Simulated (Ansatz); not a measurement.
# FH3O2SeSi: basis-set convergence

The task here is to estimate one member of a computed series from the others.

Computed with Ansatz 0.2.0, Gaussian basis. Level: one geometry, several basis sets.

The runs, in order: PBE0-D4/def2-SVP; ωB97M-V/def2-SVP; PBE0-D4/def2-QZVPP; ωB97M-V/def2-QZVPP; the functionals' def2-TZVPP values are taken from earlier runs.

### Structure used throughout

All runs share one geometry, relaxed beforehand with PBE0-D4 in a triple-zeta def2 set.

SMILES `O[Si](O)(F)[SeH]`, 8 atoms, charge 0, spin multiplicity 1.

Atoms are counted from 1 here; the program's logs count them from 0.

Bond lengths: O1–Si2 1.628 Å, O1–H6 0.958 Å, Si2–O3 1.619 Å, Si2–F4 1.590 Å, Si2–Se5 2.258 Å, O3–H7 0.960 Å, Se5–H8 1.468 Å. Angles: Si2–O1–H6 118.4°, O1–Si2–O3 106.4°, O1–Si2–F4 109.2°, O1–Si2–Se5 114.7°, O3–Si2–F4 111.2°, O3–Si2–Se5 109.1°, F4–Si2–Se5 106.3°, Si2–O3–H7 116.9°, Si2–Se5–H8 91.3°.

Set-up of the first run:

Input file in.yaml:

```yaml
crystal:
  periodic: [false, false, false]
  atoms:
    - {symbol: O, position_ang: [-0.115947, 1.501124, -0.372179]}
    - {symbol: Si, position_ang: [0.178513, -0.083253, -0.139846]}
    - {symbol: O, position_ang: [1.776073, -0.224397, 0.080812]}
    - {symbol: F, position_ang: [-0.298716, -0.895847, -1.420466]}
    - {symbol: Se, position_ang: [-0.896058, -0.994507, 1.624667]}
    - {symbol: H, position_ang: [-1.025443, 1.802500, -0.362781]}
    - {symbol: H, position_ang: [2.320615, 0.512631, -0.203695]}
    - {symbol: H, position_ang: [-1.847039, -1.675349, 0.737686]}
basis:
  gaussian: {orbitals: def2-SVP}
hamiltonian: {xc: pbe0, dispersion: d4}
output: {orbitals: {seedname: orbitals}}
```

Started as:

```console
$ ansatz run in.yaml --threads 4 --pin off --events-out ev --progress --plain --max-ram 10444MiB
```

Among the steps run: PBE0-D4 in def2-SVP; ωB97M-V in def2-SVP; PBE0-D4 in def2-QZVPP; ωB97M-V in def2-QZVPP.

One of the session's tables, all rows but one given; the rest of the session is left out.

| functional | basis | HOMO (eV) | LUMO (eV) |
| --- | --- | --- | --- |
| PBE0-D4 | def2-SVP | -7.22 | 0.27 |
| PBE0-D4 | def2-TZVPP | ? | ? |
| PBE0-D4 | def2-QZVPP | -7.41 | -0.21 |
| ωB97M-V | def2-SVP | -9.38 | 2.29 |
| ωB97M-V | def2-TZVPP | -9.56 | 1.73 |
| ωB97M-V | def2-QZVPP | -9.59 | 1.21 |

**Question.** Estimate the row for PBE0-D4, def2-TZVPP.

The run gave: HOMO (eV): -7.38; LUMO (eV): -0.01. In the column «HOMO (eV)» it lies between PBE0-D4, def2-QZVPP (-7.41) and PBE0-D4, def2-SVP (-7.22).
